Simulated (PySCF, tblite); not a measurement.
# C₅H₁₁BO₂Si: geometry, infrared bands and NMR shifts

Wanted: the infrared bands and NMR shifts of C₅H₁₁BO₂Si (`CCOCC1=CBO[SiH2]1`), by calculation.

Computed with tblite 0.8.0 and PySCF 2.14.0, with density-fitted response routines of our own, on a single molecule in the gas phase. Atoms count from 0, in the outputs and in this text.

### Step 1. Starting geometry

20 atoms, charge 0, multiplicity 1; geometry from: force field or distance geometry start.

Bonds of the start (Å): C0–C1 1.51, C1–O2 1.38, O2–C3 1.40, C3–C4 1.48, C4–C5 1.34, C5–B6 1.53, B6–O7 1.48, O7–Si8 1.73, Si8–C4 1.84, C0–H9 1.10, C0–H10 1.12, C0–H11 1.11, C1–H12 1.10, C1–H13 1.13, C3–H14 1.12, C3–H15 1.10, C5–H16 1.10, B6–H17 1.18, Si8–H18 1.48, Si8–H19 1.44.

### Step 2. Relaxing the molecule with GFN2-xTB

What the job is given:

```
{"job": {"kind": "relax", "xc": "GFN2-xTB", "basis": "xTB"}, "charge": 0, "multiplicity": 1}
C      3.016400    -0.648800    -0.104000
C      2.366900     0.667900     0.247800
O      1.015000     0.596000     0.501500
C      0.280800     0.153400    -0.603800
C     -1.178300     0.066300    -0.360000
C     -2.093700     0.734900    -1.069800
B     -3.522300     0.446600    -0.593400
O     -3.648900    -0.890600     0.027500
Si    -2.132500    -0.908600     0.868100
H      2.779800    -1.448700     0.617600
H      4.118700    -0.475800    -0.062300
H      2.731100    -0.875900    -1.156400
H      2.603900     1.414900    -0.526100
H      2.826600     1.028700     1.216300
H      0.713900    -0.849700    -0.857700
H      0.492800     0.883800    -1.405100
H     -1.864100     1.428100    -1.895100
H     -4.482900     1.077600    -0.871900
H     -2.398700    -0.146800     2.108100
H     -1.629700    -2.242600     1.096300
```

Started as:

```
> OMP_NUM_THREADS=1 python probes_run.py task.json out
```

This one command runs all jobs of the session in turn.

**Question.** This job is followed by: GFN2-xTB harmonic vibrations, gas phase; GIAO PBE0/pcSseg-1 NMR shielding, non-relativistic, gas phase. What will the session give for the following? strongest single infrared mode (GFN2-xTB); zero-point energy (GFN2-xTB); 13C shifts against TMS (PBE0/pcSseg-1); 1H shifts against TMS (PBE0/pcSseg-1, means over atoms taken as alike); 17O shifts against H2O (PBE0/pcSseg-1); 11B shifts against BF3·OEt2 (PBE0/pcSseg-1); 29Si shifts against TMS (PBE0/pcSseg-1).

As calculated:

```
                                                              quantity                                   value
                             strongest single infrared mode (GFN2-xTB)                   2305 cm⁻¹, 314 km/mol
                                          zero-point energy (GFN2-xTB)                           95.1 kcal/mol
                                13C shifts against TMS (PBE0/pcSseg-1)      188.4, 149.8, 74.9, 68.7, 15.0 ppm
1H shifts against TMS (PBE0/pcSseg-1, means over atoms taken as alike)  7.12, 5.37, 5.26, 4.63, 3.83, 1.23 ppm
                                17O shifts against H2O (PBE0/pcSseg-1)                         180.3, 51.3 ppm
                           11B shifts against BF3·OEt2 (PBE0/pcSseg-1)                                43.9 ppm
                               29Si shifts against TMS (PBE0/pcSseg-1)                                -5.9 ppm
```

The optimisation took 110 steps and gained 1.076 eV; among the close pairs (by a distance rule), B6–O7 changed most, from 1.480 to 1.351 Å. All 54 modes are real, so the xTB geometry is a minimum. The strongest single mode, at 2305 cm⁻¹, moves mainly H19. Unscaled tight-binding wavenumbers are off by several per cent, some by more. Its intensities can rank the bands wrongly. The most deshielded hydrogen is H16 (hydrogen on an alkene CH), at 7.12 ppm: olefinic region. At PBE0/pcSseg-1: The widest tensor belongs to O7: span 379 ppm, with a paramagnetic part of -241 ppm.
